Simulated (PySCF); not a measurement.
**One shape, several levels: C3H11AlO (SMILES CC[O+](C)[AlH3-])**

We compute a comparison of 6 runs (HF/STO-3G, HF/def2-SVP, PBE/6-31G, B3LYP/6-31G*, TPSSh/6-31G*) of C3H11AlO. Input form: a Python script.

Program for the calculation: PySCF 2.14.0.

## 1. The structure to begin with

The species is C3H11AlO (16 atoms), meant as a singlet with charge 0. As SMILES, `CC[O+](C)[AlH3-]`. Geometry: a GFN2-xTB relaxation, a rough one for these elements and not checked as a minimum. This is one conformer, not always the lowest.

Bond lengths: C1–C2 1.522 Å, C2–O3 1.417 Å, O3–C4 1.410 Å, O3–Al5 1.878 Å, C1–H6 1.086 Å, C1–H7 1.088 Å, C1–H8 1.088 Å, C2–H9 1.093 Å, C2–H10 1.097 Å, C4–H11 1.091 Å, C4–H12 1.091 Å, C4–H13 1.094 Å, Al5–H14 1.579 Å, Al5–H15 1.575 Å, Al5–H16 1.579 Å. Some angles: C1–C2–O3 113.0°, C2–O3–C4 115.8°, C2–O3–Al5 130.3°, C4–O3–Al5 113.8°, C1–C2–H9 109.8°, C1–C2–H10 111.0°, O3–C2–H9 104.3°, O3–C2–H10 109.3°, C2–C1–H6 109.4°, C2–C1–H7 111.8°.

## 2. Energy and gradient at HF/STO-3G (run 1)

Input file run.py:

```python
import pyscf.grad
from pyscf import gto

mol = gto.Mole()
mol.atom = '''
C        0.576350       1.589360      -1.032680
C        0.478670       0.994960       0.365100
O       -0.062100      -0.315300       0.372040
C        0.773370      -1.326840      -0.144430
Al      -1.776360      -0.918460       0.847440
H        0.825220       2.644190      -0.960010
H        1.342840       1.097910      -1.627360
H       -0.382970       1.488490      -1.534970
H       -0.221230       1.578620       0.968130
H        1.459120       0.984390       0.857760
H        0.985870      -1.169420      -1.203300
H        0.218540      -2.258810      -0.024710
H        1.707950      -1.381160       0.421240
H       -2.247870      -1.443790      -0.565520
H       -2.318860       0.463920       1.371030
H       -1.358540      -2.028040       1.890250
'''
mol.max_memory = 1860
mol.verbose = 4
mol.basis = 'sto-3g'
mol.spin = 0
mol.charge = 0
mol.build()

calc0 = mol.RHF()
calc0.conv_tol = 1e-10
calc0.kernel()
if not calc0.converged:
    calc0 = calc0.newton().run(calc0.mo_coeff, calc0.mo_occ)

etot = calc0.e_tot
print('E(%s) = %.9f' % ('HF', etot))
grad = calc0.Gradients().kernel()
calc0.analyze()
```

The run is started by

```console
$ OMP_NUM_THREADS=1 python run.py
```

The program printed:

```text
PySCF version 2.14.0

[... 82 lines left out ...]
Total Energy =                        -431.481530744193776
[... 4 lines left out ...]
DFT Exchange-Correlation Energy =      -46.160704426561438
[... 6 lines left out ...]
MO #5   energy= -11.0754377375273  occ= 2
[... 4 lines left out ...]
MO #10  energy= -1.40022617902433  occ= 2
[... 4 lines left out ...]
MO #15  energy= -0.674850153105029 occ= 2
[... 4 lines left out ...]
MO #20  energy= -0.517839930249949 occ= 2
[... 4 lines left out ...]
MO #25  energy= -0.280955332508051 occ= 2
[... 4 lines left out ...]
MO #30  energy= 0.627529389254496  occ= 0
[... 4 lines left out ...]
MO #35  energy= 0.69914794247281   occ= 0
[... 4 lines left out ...]
MO #40  energy= 0.793686339411272  occ= 0
[... 20 lines left out ...]
pop of  3 C 2py           0.93802
pop of  3 C 2pz           1.03612
pop of  4 Al 1s           2.00000
pop of  4 Al 2s           2.00000
pop of  4 Al 3s           0.92351
pop of  4 Al 2px          1.99857
pop of  4 Al 2py          1.99839
pop of  4 Al 2pz          1.99844
pop of  4 Al 3px          0.28276
pop of  4 Al 3py          0.59137
pop of  4 Al 3pz          0.59182
pop of  5 H 1s            0.94912
pop of  6 H 1s            0.95957
pop of  7 H 1s            0.94909
pop of  8 H 1s            0.93736
pop of  9 H 1s            0.96027
pop of  10 H 1s           0.95172
pop of  11 H 1s           0.93014
pop of  12 H 1s           0.95353
pop of  13 H 1s           1.29081
pop of  14 H 1s           1.28949
pop of  15 H 1s           1.28913
 ** Mulliken atomic charges  **
charge of    0C =     -0.11423
charge of    1C =      0.07037
charge of    2O =     -0.11993
charge of    3C =      0.00889
charge of    4Al =      0.61514
charge of    5H =      0.05088
charge of    6H =      0.04043
charge of    7H =      0.05091
charge of    8H =      0.06264
charge of    9H =      0.03973
charge of   10H =      0.04828
charge of   11H =      0.06986
charge of   12H =      0.04647
charge of   13H =     -0.29081
charge of   14H =     -0.28949
charge of   15H =     -0.28913
Dipole moment(X, Y, Z, Debye):  4.51339,  1.70106, -1.56582
```

It took 6 s on 1 thread of Intel Xeon at 2.70GHz, shared host; peak memory 0.12 GiB.

## 3. Energy and forces at HF/def2-SVP (run 2)

Changes to run.py since step 2:

```diff
@@ -3,4 +3,4 @@
 
-mol = gto.Mole()
-mol.atom = '''
+mol = gto.M(
+    atom='''
 C        0.576350       1.589360      -1.032680
@@ -21,19 +21,19 @@
 H       -1.358540      -2.028040       1.890250
-'''
-mol.max_memory = 1860
-mol.verbose = 4
-mol.basis = 'sto-3g'
-mol.spin = 0
-mol.charge = 0
-mol.build()
+''',
+    charge=0,
+    spin=0,
+    basis='def2-svp',
+    max_memory=1860,
+    verbose=4,
+)
 
-calc0 = mol.RHF()
-calc0.conv_tol = 1e-10
-calc0.kernel()
-if not calc0.converged:
-    calc0 = calc0.newton().run(calc0.mo_coeff, calc0.mo_occ)
+hf = mol.RHF()
+hf.conv_tol = 1e-10
+hf.kernel()
+if not hf.converged:
+    hf = hf.newton().run(hf.mo_coeff, hf.mo_occ)
 
-etot = calc0.e_tot
+etot = hf.e_tot
 print('E(%s) = %.9f' % ('HF', etot))
-grad = calc0.Gradients().kernel()
-calc0.analyze()
+grad = hf.Gradients().kernel()
+hf.analyze()
```

The run is started by

```console
$ OMP_NUM_THREADS=1 python run.py
```

The program printed:

```text
PySCF version 2.14.0

[... 86 lines left out ...]
One-electron Energy =                -1094.191624739297367
[... 13 lines left out ...]
MO #9   energy= -3.1455533479759   occ= 2
[... 11 lines left out ...]
MO #21  energy= -0.529665144517797 occ= 2
[... 11 lines left out ...]
MO #33  energy= 0.249920764884922  occ= 0
[... 11 lines left out ...]
MO #45  energy= 0.573715335563715  occ= 0
[... 11 lines left out ...]
MO #57  energy= 0.819095878952444  occ= 0
[... 11 lines left out ...]
MO #69  energy= 1.118331058335     occ= 0
[... 11 lines left out ...]
MO #81  energy= 1.71748444456443   occ= 0
[... 11 lines left out ...]
MO #93  energy= 2.03296603313155   occ= 0
[... 11 lines left out ...]
MO #105 energy= 2.36601573572414   occ= 0
[... 11 lines left out ...]
MO #117 energy= 3.00287182953699   occ= 0
[... 11 lines left out ...]
MO #129 energy= 3.82484100063719   occ= 0
[... 109 lines left out ...]
pop of  11 H 2py          0.00196
pop of  11 H 2pz          0.00008
pop of  12 H 1s           0.89596
pop of  12 H 2s           0.00951
pop of  12 H 2px          0.00155
pop of  12 H 2py          0.00014
pop of  12 H 2pz          0.00059
pop of  13 H 1s           1.23813
pop of  13 H 2s           0.00105
pop of  13 H 2px          0.00032
pop of  13 H 2py          0.00041
pop of  13 H 2pz          0.00232
pop of  14 H 1s           1.23658
pop of  14 H 2s           0.00068
pop of  14 H 2px          0.00043
pop of  14 H 2py          0.00213
pop of  14 H 2pz          0.00043
pop of  15 H 1s           1.23654
pop of  15 H 2s           0.00101
pop of  15 H 2px          0.00021
pop of  15 H 2py          0.00144
pop of  15 H 2pz          0.00140
 ** Mulliken atomic charges  **
charge of    0C =     -0.24917
charge of    1C =      0.10965
charge of    2O =     -0.39934
charge of    3C =      0.00555
charge of    4Al =      0.47653
charge of    5H =      0.09639
charge of    6H =      0.08151
charge of    7H =      0.09909
charge of    8H =      0.11376
charge of    9H =      0.08131
charge of   10H =      0.09427
charge of   11H =      0.12129
charge of   12H =      0.09226
charge of   13H =     -0.24223
charge of   14H =     -0.24025
charge of   15H =     -0.24061
Dipole moment(X, Y, Z, Debye):  5.16184,  1.89593, -1.82100
```

Wall time 25 s (1 thread of Intel Xeon at 2.70GHz, shared host); peak memory 0.38 GiB.

## 4. Energy and forces at PBE/6-31G (run 3)

Input file input.py:

```python
# CC[O+](C)[AlH3-]
from pyscf import gto, dft

mol = gto.Mole()
mol.atom = [
    ('C', (0.576350, 1.589360, -1.032680)),
    ('C', (0.478670, 0.994960, 0.365100)),
    ('O', (-0.062100, -0.315300, 0.372040)),
    ('C', (0.773370, -1.326840, -0.144430)),
    ('Al', (-1.776360, -0.918460, 0.847440)),
    ('H', (0.825220, 2.644190, -0.960010)),
    ('H', (1.342840, 1.097910, -1.627360)),
    ('H', (-0.382970, 1.488490, -1.534970)),
    ('H', (-0.221230, 1.578620, 0.968130)),
    ('H', (1.459120, 0.984390, 0.857760)),
    ('H', (0.985870, -1.169420, -1.203300)),
    ('H', (0.218540, -2.258810, -0.024710)),
    ('H', (1.707950, -1.381160, 0.421240)),
    ('H', (-2.247870, -1.443790, -0.565520)),
    ('H', (-2.318860, 0.463920, 1.371030)),
    ('H', (-1.358540, -2.028040, 1.890250)),
]
mol.basis = '6-31g'
mol.charge = 0
mol.verbose = 4
mol.max_memory = 1860
mol.build()

mf = dft.RKS(mol, xc='pbe')
mf.conv_tol = 1e-10
mf.grids.level = 5
mf.kernel()
if not mf.converged:
    mf = mf.newton().run(mf.mo_coeff, mf.mo_occ)

e_tot = mf.e_tot
print('E = %.10f Eh' % e_tot)
grad = mf.nuc_grad_method().kernel()
mf.analyze()
```

The run is started by

```console
$ OMP_NUM_THREADS=1 python input.py
```

The program printed:

```text
PySCF version 2.14.0

[... 87 lines left out ...]
converged SCF energy = -438.069893434811
[... 22 lines left out ...]
MO #1   energy= -55.3309247240318  occ= 2
[... 6 lines left out ...]
MO #8   energy= -2.4878918275355   occ= 2
[... 6 lines left out ...]
MO #15  energy= -0.491313361144516 occ= 2
[... 6 lines left out ...]
MO #22  energy= -0.306715435778569 occ= 2
[... 6 lines left out ...]
MO #29  energy= 0.0650730225556859 occ= 0
[... 6 lines left out ...]
MO #36  energy= 0.139048160525312  occ= 0
[... 6 lines left out ...]
MO #43  energy= 0.237943538949808  occ= 0
[... 6 lines left out ...]
MO #50  energy= 0.573641805333431  occ= 0
[... 6 lines left out ...]
MO #57  energy= 0.873211046295746  occ= 0
[... 6 lines left out ...]
MO #64  energy= 1.00842190016159   occ= 0
[... 6 lines left out ...]
MO #71  energy= 1.71836042554675   occ= 0
[... 51 lines left out ...]
pop of  5 H 1s            0.86110
pop of  5 H 2s            0.00800
pop of  6 H 1s            0.87797
pop of  6 H 2s            0.00725
pop of  7 H 1s            0.85799
pop of  7 H 2s            0.00844
pop of  8 H 1s            0.84389
pop of  8 H 2s            0.00920
pop of  9 H 1s            0.87590
pop of  9 H 2s            0.00849
pop of  10 H 1s           0.86520
pop of  10 H 2s           0.00863
pop of  11 H 1s           0.83391
pop of  11 H 2s           0.00854
pop of  12 H 1s           0.86676
pop of  12 H 2s           0.00869
pop of  13 H 1s           1.13862
pop of  13 H 2s           0.00087
pop of  14 H 1s           1.13774
pop of  14 H 2s           0.00042
pop of  15 H 1s           1.13640
pop of  15 H 2s           0.00077
 ** Mulliken atomic charges  **
charge of    0C =     -0.34759
charge of    1C =     -0.01367
charge of    2O =     -0.26599
charge of    3C =     -0.14751
charge of    4Al =      0.13952
charge of    5H =      0.13090
charge of    6H =      0.11478
charge of    7H =      0.13357
charge of    8H =      0.14691
charge of    9H =      0.11561
charge of   10H =      0.12618
charge of   11H =      0.15755
charge of   12H =      0.12455
charge of   13H =     -0.13949
charge of   14H =     -0.13815
charge of   15H =     -0.13718
Dipole moment(X, Y, Z, Debye):  4.86018,  1.81856, -1.76395
```

Run time: 42 s. Hardware: 1 thread of Intel Xeon at 2.70GHz, shared host; peak memory 0.72 GiB.

Runs 4 to 5 aren't shown in full; the table further down has their settings and results.

## 5. Energy and forces at B3LYP/6-31G(d) (Cartesian functions) (run 6)

Input file calc.py:

```python
import pyscf.grad
from pyscf import gto, dft

molecule = gto.Mole()
molecule.atom = '''
C      0.576350     1.589360    -1.032680
C      0.478670     0.994960     0.365100
O     -0.062100    -0.315300     0.372040
C      0.773370    -1.326840    -0.144430
Al    -1.776360    -0.918460     0.847440
H      0.825220     2.644190    -0.960010
H      1.342840     1.097910    -1.627360
H     -0.382970     1.488490    -1.534970
H     -0.221230     1.578620     0.968130
H      1.459120     0.984390     0.857760
H      0.985870    -1.169420    -1.203300
H      0.218540    -2.258810    -0.024710
H      1.707950    -1.381160     0.421240
H     -2.247870    -1.443790    -0.565520
H     -2.318860     0.463920     1.371030
H     -1.358540    -2.028040     1.890250
'''
molecule.max_memory = 1860
molecule.verbose = 4
molecule.basis = '6-31g*'
molecule.cart = True
molecule.build()

calc0 = dft.RKS(molecule, xc='b3lyp')
calc0.grids.level = 5
calc0.conv_tol = 1e-10
calc0.kernel()
if not calc0.converged:
    calc0 = calc0.newton().run(calc0.mo_coeff, calc0.mo_occ)

energy = calc0.e_tot
print('E = %.10f Eh' % energy)
grad = calc0.Gradients().kernel()
dip = calc0.dip_moment()
pop, q = calc0.mulliken_pop()
```

The run is started by

```console
$ OMP_NUM_THREADS=1 python calc.py
```

The program printed:

```text
PySCF version 2.14.0

[... 85 lines left out ...]
converged SCF energy = -438.577599640194
[... 13 lines left out ...]
Dipole moment(X, Y, Z, Debye):  4.88611,  1.82473, -1.74397
[... 79 lines left out ...]
pop of  4 Al 3dzz         0.01910
pop of  5  H 1s           0.52524
pop of  5  H 2s           0.30590
pop of  6  H 1s           0.52936
pop of  6  H 2s           0.31172
pop of  7  H 1s           0.52441
pop of  7  H 2s           0.28073
pop of  8  H 1s           0.52859
pop of  8  H 2s           0.27575
pop of  9  H 1s           0.53361
pop of  9  H 2s           0.31127
pop of  10  H 1s          0.53164
pop of  10  H 2s          0.29259
pop of  11  H 1s          0.52555
pop of  11  H 2s          0.25289
pop of  12  H 1s          0.53059
pop of  12  H 2s          0.30089
pop of  13  H 1s          0.50267
pop of  13  H 2s          0.64944
pop of  14  H 1s          0.50332
pop of  14  H 2s          0.66315
pop of  15  H 1s          0.50219
pop of  15  H 2s          0.65366
 ** Mulliken atomic charges  **
charge of    0C =     -0.47897
charge of    1C =     -0.03906
charge of    2O =     -0.47039
charge of    3C =     -0.22569
charge of    4Al =      0.24931
charge of    5H =      0.16885
charge of    6H =      0.15892
charge of    7H =      0.19486
charge of    8H =      0.19565
charge of    9H =      0.15512
charge of   10H =      0.17576
charge of   11H =      0.22156
charge of   12H =      0.16852
charge of   13H =     -0.15211
charge of   14H =     -0.16646
charge of   15H =     -0.15586
```

Run time: 69 s. Hardware: 1 thread of Intel Xeon at 2.70GHz, shared host; peak memory 1.1 GiB.

## 6. Overview of the runs

| run | level | integration grid | Cartesian functions | energy (Eh) | dipole moment (D) | HOMO energy (eV) | LUMO energy (eV) | wall time |
| --- | --- | --- | --- | --- | --- | --- | --- | --- |
| 1 | HF/STO-3G | – | no | -431.481531 | 5.07 | -7.65 | 12.03 | 6 s |
| 2 | HF/def2-SVP | – | no | -436.550403 | 5.79 | -10.33 | 3.74 | 25 s |
| 3 | PBE/6-31G | 5 | no | -438.069893 | 5.48 | -5.88 | -0.08 | 42 s |
| 4 | B3LYP/6-31G* (spherical functions) | 5 | no | -438.573118 | 5.50 | -6.90 | 0.60 | 59 s |
| 5 | TPSSh/6-31G* (spherical functions) | 5 | no | -438.581308 | 5.51 | -6.58 | 0.48 | 84 s |
| 6 | B3LYP/6-31G* (Cartesian functions) | 5 | yes | -438.577600 | 5.50 | -6.90 | 0.59 | 69 s |

## 7. Results

| quantity | value |
| --- | --- |
| run 6: total energy | -438.57760 Eh |
| run 6: dipole moment | 5.50 D |
| run 6: HOMO energy | -6.90 eV |
| run 6: LUMO energy | 0.59 eV |
| run 6: HOMO–LUMO gap | 7.49 eV |
| run 6: largest force on an atom | 1.194 eV/Å |

**Reading.** The dipole moment (its size) runs from 5.07 D (HF/STO-3G) to 5.79 D (HF/def2-SVP). The HOMO–LUMO gap runs from 5.80 eV (PBE/6-31G) to 19.67 eV (HF/STO-3G). The two ends differ in method and basis. Totals of different functionals can't be ranked against each other. In run 1 the basis is minimal, so the values are rough. All runs together took 4.7 min, the longest 84 s.
